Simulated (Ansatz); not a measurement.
Set up this calculation in Ansatz 0.2.0, as the native input.

```
Task                                : band structure
Functional                          : LDA
Potentials or basis                 : Ansatz PAW
Cutoff                              : 420 eV (not typed: the program's choice for these potentials)
k mesh                              : 8 × 8 × 8
Occupations                         : fermi-dirac, width 0.05 eV
Spin                                : no spin polarisation
Path                                : [["G", "X", "M", "G", "R", "X"], ["M", "R"]]
Points for each segment of the path : 14
```

HfGe:

```
Hf Ge
1.0
     3.50084    0.00000    0.00000
     0.00000    3.50084    0.00000
     0.00000    0.00000    3.50084
Hf Ge
1 1
Direct
  0.00000 0.00000 0.00000
  0.50000 0.50000 0.50000
```

The cell was built by a generator and needn't be a form met in nature.

One way to write it, as run:

input.yaml

```yaml
crystal:
  lattice:
    - [3.50083787, 0.0, 0.0]
    - [0.0, 3.50083787, 0.0]
    - [0.0, 0.0, 3.50083787]
  atoms:
    - { symbol: Hf, position: [0.0, 0.0, 0.0] }
    - { symbol: Ge, position: [0.5, 0.5, 0.5] }
hamiltonian:
  xc: lda
  pseudopotentials: { kind: paw }
kpoints:
  mp_grid: { grid: [8, 8, 8] }
  band_path:
    path:
      - [[0.0, 0.0, 0.0], [0.0, 0.5, 0.0], [0.5, 0.5, 0.0], [0.0, 0.0, 0.0], [0.5, 0.5, 0.5], [0.0, 0.5, 0.0]]
      - [[0.5, 0.5, 0.0], [0.5, 0.5, 0.5]]
    npoints: 14
scf:
  occupations: { method: fermi_dirac, width: 0.05 }
  n_extra_bands: 6
output:
  forces: true
  stress: true
  eigenvalues: true
  fatbands: true
  write_density: true
  write_potential: true
  elf: true
  volumetric_format: npy
```

Potentials or basis: Ansatz PAW.

Command:

```sh
$ ansatz run input.yaml --threads 2 --pin off --max-ram 5632MiB --backend cpu --events-out ev --progress --plain --runs-dir out
```

Results of the run:

```json
{
  "Pressure": "-17.6 GPa",
  "Band gap on the k mesh": "none (metal or under the smearing width)"
}
```

Caveat: so large a pressure means that the cell lies far from this level's equilibrium, or that cutoff or potentials fall short; spin-orbit coupling is left out, which moves the levels of the heavy elements; the PAW data sets come from PBE, with cores solved anew for the run's functional, which leaves a small shift of forces and pressure.

Wall time 1.2 s on 2 threads of AMD EPYC 9R45 96-Core Processor (Zen 5), on a shared host, peak memory 0.41 GiB.
